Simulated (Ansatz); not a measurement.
**C5H5ClF2OZr: small, medium and large basis sets**

How large a basis does C5H5ClF2OZr need? Two functionals are run in growing sets.

Method: one geometry, several basis sets; program: Ansatz 0.2.0, Gaussian basis.

Levels to be run: PBE0-D4/def2-SVP; ωB97M-V/def2-SVP; PBE0-D4/def2-QZVPP; ωB97M-V/def2-QZVPP; the functionals' def2-TZVPP values are taken from earlier runs.

## Step 1: The geometry

All runs share one geometry, relaxed beforehand with PBE0-D4 in a triple-zeta def2 set. Zr takes the def2 core potential; no spin-orbit term is included.

SMILES `[OH][Zr]1234([F])([Cl])[C@@H]5[C@H]1[C@H]2[C@@]3(F)[C@@H]54`, 15 atoms, charge 0, spin multiplicity 1.

Atoms are counted from 1 here; the program's logs count them from 0.

Bond lengths: O1–Zr2 1.918 Å, O1–H11 0.957 Å, Zr2–F3 1.916 Å, Zr2–Cl4 2.380 Å, Zr2–C5 2.497 Å, Zr2–C6 2.491 Å, Zr2–C7 2.517 Å, Zr2–C8 2.557 Å, Zr2–C10 2.537 Å, C5–C6 1.406 Å, C5–C10 1.419 Å, C5–H12 1.079 Å, C6–C7 1.417 Å, C6–H13 1.080 Å, C7–C8 1.405 Å, C7–H14 1.080 Å, C8–F9 1.328 Å, C8–C10 1.401 Å and more. Angles: Zr2–O1–H11 143.5°, O1–Zr2–F3 106.9°, O1–Zr2–Cl4 107.5°, O1–Zr2–C5 130.1°, O1–Zr2–C6 129.5°, O1–Zr2–C7 96.9°, O1–Zr2–C8 80.5°, O1–Zr2–C10 97.8°, F3–Zr2–Cl4 107.6°, F3–Zr2–C5 113.3°, F3–Zr2–C6 86.6°, F3–Zr2–C7 92.3°, F3–Zr2–C8 123.5°, F3–Zr2–C10 140.8°, Cl4–Zr2–C5 87.5°, Cl4–Zr2–C6 114.3°, Cl4–Zr2–C7 141.7°, Cl4–Zr2–C8 123.6° and more.

## Step 2: PBE0-D4 in def2-SVP

in.yaml reads:

```yaml
crystal:
  periodic: [false, false, false]
  atoms:
    - {symbol: O, position_ang: [-0.462958, -2.400308, 0.509230]}
    - {symbol: Zr, position_ang: [-0.716843, -0.893334, -0.649644]}
    - {symbol: F, position_ang: [-0.118664, -1.421880, -2.391223]}
    - {symbol: Cl, position_ang: [-3.057434, -0.482857, -0.785620]}
    - {symbol: C, position_ang: [-0.424848, 1.545852, -0.201918]}
    - {symbol: C, position_ang: [0.698386, 1.136032, -0.941222]}
    - {symbol: C, position_ang: [1.464481, 0.254197, -0.138666]}
    - {symbol: C, position_ang: [0.809196, 0.175554, 1.101584]}
    - {symbol: F, position_ang: [1.227193, -0.548361, 2.133980]}
    - {symbol: C, position_ang: [-0.369226, 0.932290, 1.076705]}
    - {symbol: H, position_ang: [-0.054353, -2.680681, 1.327519]}
    - {symbol: H, position_ang: [-1.211875, 2.199643, -0.545411]}
    - {symbol: H, position_ang: [0.927041, 1.410651, -1.960107]}
    - {symbol: H, position_ang: [2.377913, -0.252457, -0.411831]}
    - {symbol: H, position_ang: [-1.088019, 1.025680, 1.876614]}
basis:
  gaussian: {orbitals: def2-SVP}
hamiltonian: {xc: pbe0, dispersion: d4}
output: {orbitals: {seedname: orbitals}}
```

After this run come: ωB97M-V in def2-SVP; PBE0-D4 in def2-QZVPP; ωB97M-V in def2-QZVPP.

Before running them: what should the planned runs give, taken together? Wanted: PBE0-D4: double and triple zeta above quadruple; ωB97M-V: double and triple zeta above quadruple.

The runs gave:

```
                                       quantity           value
PBE0-D4: double and triple zeta above quadruple  20.44, 1.11 eV
ωB97M-V: double and triple zeta above quadruple  20.74, 1.05 eV
```

**Reading.** PBE0-D4 gains 19.33 eV from double to triple zeta, then 1.11 eV more. These are total energies; as a rule much of such shifts cancels in differences, which this series doesn't test.
